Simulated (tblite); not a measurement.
# C5H12OSi: the cost of one run

The runs use tblite 0.8.0 and PySCF 2.14.0, with density-fitted response routines of our own; the level of theory stands in each step. All values are computed, except where a source is named. Atoms are numbered from 0 throughout.

**1. The molecule as given**

19 atoms, charge 1, multiplicity 2; geometry from: force field or distance geometry start.

Bonds of the start (Å): C0–C1 1.45, C1–C2 1.50, C2–C3 1.51, C1–C4 1.49, C4–O5 1.43, O5–Si6 1.66, C0–H7 1.08, C0–H8 1.08, C2–H9 1.09, C2–H10 1.11, C3–H11 1.10, C3–H12 1.08, C3–H13 1.11, C4–H14 1.09, C4–H15 1.09, Si6–H16 1.48, Si6–H17 1.48, Si6–H18 1.49.

**2. Optimising the geometry with GFN2-xTB**

The job: settings as JSON, then the geometry in Å.

```
{"job": {"kind": "relax", "xc": "GFN2-xTB", "basis": "xTB"}, "charge": 1, "multiplicity": 2}
C      0.878700    -0.051400     2.130600
C      0.515400     0.075000     0.731000
C      1.367100     0.916000    -0.166700
C      2.415500     0.109400    -0.904200
C     -0.695900    -0.621200     0.205200
O     -1.691500     0.368700    -0.043600
Si    -3.155200    -0.122600    -0.640400
H      0.246200    -0.604900     2.815800
H      1.747700     0.458700     2.523400
H      1.843400     1.718600     0.402500
H      0.714100     1.415400    -0.909000
H      1.958200    -0.679700    -1.515800
H      3.005400     0.750800    -1.538500
H      3.103000    -0.382100    -0.191100
H     -1.066000    -1.359700     0.913800
H     -0.434700    -1.134000    -0.722800
H     -4.044900     1.048600    -0.818600
H     -2.946600    -0.815300    -1.935800
H     -3.769700    -1.081100     0.320600
```

The run is started by

```bash
> OMP_NUM_THREADS=1 python probes_run.py task.json out
```

The driver reads the jobs from task.json and runs them one after another.

**Question.** How long does this first job take on 1 thread of Arm Neoverse V2, shared host?

About 1.4 s.
